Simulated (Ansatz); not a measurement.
# ZrCH₂ (triplet): from Hartree-Fock to the top rungs, def2-SVP

One table from this session's results is given with a row withheld; the runs are named, their logs left out.

Method: def2-SVP, core rule «outside noble gas», up to 5 orbitals frozen; program: Ansatz 0.2.0, Gaussian basis.

The runs, in order: UHF; CCSD(T) on ROHF; CCSD(T) on UHF; CISD as a restricted active space (open shells left free, so some higher excitations enter); CCSDT(Q) on ROHF; CCSDT(Q) on UHF; CASSCF and MRCISD+Q, 10 electrons in 10 orbitals; CASSCF and NEVPT2, 10 electrons in 10 orbitals.

22 further runs of the same task are left out: 8 that didn't finish, 14 set aside as unsound or not needed. Runs told in other sessions of the task aren't counted.

### The system

The geometry is a PBE0/def2-TZVP stationary point (not a proven minimum). No spin-orbit coupling is included. Elements past krypton take def2 core potentials.

4 atoms, charge 0, spin multiplicity 3.

Atoms are counted from 1 here; the program's logs count them from 0.

Bond lengths: Zr1–C2 1.958 Å, C2–H3 1.095 Å, C2–H4 1.095 Å. Angles: Zr1–C2–H3 123.1°, Zr1–C2–H4 123.1°, H3–C2–H4 113.7°.

Set-up of the first run:

Input file in.yaml:

```yaml
crystal:
  periodic: [false, false, false]
  atoms:
    - {symbol: Zr, position_ang: [0.000000, 0.000000, 0.272416]}
    - {symbol: C, position_ang: [0.000000, 0.000000, -1.685685]}
    - {symbol: H, position_ang: [0.000000, 0.916504, -2.284186]}
    - {symbol: H, position_ang: [0.000000, -0.916504, -2.284186]}
basis:
  gaussian: {orbitals: def2-SVP}
magnetization: {spin_polarized: true, initial_magnetization: 2}
hamiltonian: {xc: hf}
output: {orbitals: {seedname: orbitals}}
```

The run is started by

```sh
ansatz run in.yaml --threads 1 --pin off --events-out ev --progress --plain --max-ram 2393MiB
```

Among the steps run: UHF; CCSD(T) on ROHF; CCSD(T) on UHF; CISD as a restricted active space (open shells left free, so some higher excitations enter); CCSDT(Q) on ROHF; CCSDT(Q) on UHF; CASSCF and MRCISD+Q, 10 electrons in 10 orbitals; CASSCF and NEVPT2, 10 electrons in 10 orbitals.

One of the session's tables, all rows but one given; the rest of the session is left out.

```
           method  from RCCSDT(Q) (kcal/mol)
             ROHF                    +149.71
              UHF                    +144.02
             RMP2                     +18.10
             UMP2                     +26.99
            RCCSD                      +8.37
            UCCSD                      +7.22
         RCCSD(T)                      +0.94
         UCCSD(T)                      +0.75
           RCCSDT                      +0.42
           UCCSDT                      -0.68
        RCCSDT(Q)                          0
        UCCSDT(Q)                      -1.32
  CASSCF frontier                     +83.86
  NEVPT2 frontier                     +21.90
  MRCISD frontier                          ?
MRCISD+Q frontier                      +0.89
```

Q: Estimate the row for MRCISD frontier from the others.

The run gave: from RCCSDT(Q) (kcal/mol): +5.98. In the column «from RCCSDT(Q) (kcal/mol)» it lies between RCCSD(T) (+0.94) and UCCSD (+7.22).

Not comparable, so not listed: CISD as a restricted active space (open shells left free, so some higher excitations enter) (they don't share determinant, frozen orbitals or solution with the rows shown, or repeat one).

To keep in mind: Restricted and unrestricted rows rest on different reference determinants; a gap between their highest levels can come from leftover correlation error, from unlike frozen cores or from another state.
